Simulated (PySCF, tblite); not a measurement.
# C7H12N2Si: geometry, infrared bands and NMR shifts

Aim: predict the infrared bands and NMR shifts of C7H12N2Si (`CCN[SiH2]c1ccccn1`).

Programs: tblite 0.8.0 and PySCF 2.14.0, with density-fitted response routines of our own. Each step states its level of theory. These are calculated values for one molecule in the gas phase, unless marked as measured. Atoms count from 0, in the outputs and in this text.

## Step 1: Starting geometry

22 atoms, charge 0, multiplicity 1; geometry from: force field or distance geometry start.

Bonds of the start (Å): C0–C1 1.51, C1–N2 1.46, N2–Si3 1.77, Si3–C4 1.84, C4–C5 1.38, C5–C6 1.38, C6–C7 1.38, C7–C8 1.37, C8–N9 1.37, N9–C4 1.34, C0–H10 1.09, C0–H11 1.12, C0–H12 1.13, C1–H13 1.10, C1–H14 1.14, N2–H15 1.02, Si3–H16 1.48, Si3–H17 1.46, C5–H18 1.08, C6–H19 1.07, C7–H20 1.07, C8–H21 1.09.

## Step 2: Optimising the geometry with GFN2-xTB

What the job is given:

```
{"job": {"kind": "relax", "xc": "GFN2-xTB", "basis": "xTB"}, "charge": 0, "multiplicity": 1}
C     -3.883800    -0.291300     0.533300
C     -2.792600     0.460700    -0.189400
N     -1.568100    -0.335000    -0.294500
Si    -0.268400     0.520200    -1.136600
C      1.310100     0.245300    -0.222300
C      2.244900    -0.571900    -0.829900
C      3.460900    -0.817300    -0.220400
C      3.723900    -0.233500     1.006100
C      2.786400     0.569400     1.589700
N      1.591600     0.797400     0.963700
H     -3.456000    -1.030800     1.209400
H     -4.488000    -0.817900    -0.253200
H     -4.568600     0.381000     1.137700
H     -3.086000     0.836000    -1.180300
H     -2.492700     1.362300     0.438400
H     -1.724600    -1.316000    -0.540000
H     -0.587100     1.958200    -1.047900
H     -0.135400     0.189300    -2.552800
H      2.071500    -1.040300    -1.783000
H      4.204800    -1.448400    -0.655500
H      4.668700    -0.439400     1.468500
H      2.978100     1.041400     2.558300
```

Launch:

```bash
$ OMP_NUM_THREADS=1 python probes_run.py task.json out
```

One launch serves the whole session: the jobs run in the order shown.

**Question.** This job is followed by: GFN2-xTB harmonic vibrations, gas phase; GIAO PBE0/pcSseg-1 NMR shielding, non-relativistic, gas phase. Predict these results of the whole session: strongest single infrared mode (GFN2-xTB); zero-point energy (GFN2-xTB); ¹³C shifts against TMS (PBE0/pcSseg-1); ¹H shifts against TMS (PBE0/pcSseg-1, means over atoms taken as alike); ¹⁵N shifts against NH3 (PBE0/pcSseg-1); ²⁹Si shifts against TMS (PBE0/pcSseg-1); surface potential, 1st and 99th percentile.

As calculated:

```
                                                              quantity                                                value
                             strongest single infrared mode (GFN2-xTB)                                2191 cm⁻¹, 424 km/mol
                                          zero-point energy (GFN2-xTB)                                       109.0 kcal/mol
                                ¹³C shifts against TMS (PBE0/pcSseg-1)    170.1, 155.0, 139.6, 137.0, 128.2, 43.0, 22.6 ppm
¹H shifts against TMS (PBE0/pcSseg-1, means over atoms taken as alike)  9.06, 7.97, 7.90, 7.36, 5.39, 3.04, 1.20, -0.02 ppm
                                ¹⁵N shifts against NH3 (PBE0/pcSseg-1)                                      383.1, 41.2 ppm
                               ²⁹Si shifts against TMS (PBE0/pcSseg-1)                                            -35.0 ppm
                                 surface potential, 1st and 99th percentile                                   -1.63 V and 1.11 V
```

What this shows: The optimisation took 202 steps and gained 0.682 eV; among the close pairs (by a distance rule), N2–Si3 changed most, from 1.769 to 1.721 Å. The lowest mode is slightly imaginary (18i cm⁻¹), a soft motion within the noise of the Hessian, so the minimum is not strictly shown. The strongest single mode, at 2191 cm⁻¹, moves mainly H17 and H16. GFN2-xTB is a fitted tight-binding method: band positions and strengths are rough. Its intensities can rank the bands wrongly. At PBE0/pcSseg-1: The widest tensor belongs to N9: span 760 ppm, with a paramagnetic part of -448 ppm. NICS(1)zz of -29 ppm above the planar ring from C4 marks a diatropic (aromatic) ring current. By nearest atom (PBE0/pcSseg-1), the HOMO sits on N2 58 %; H16 9 % and the LUMO on C4 23 %; N9 18 %.
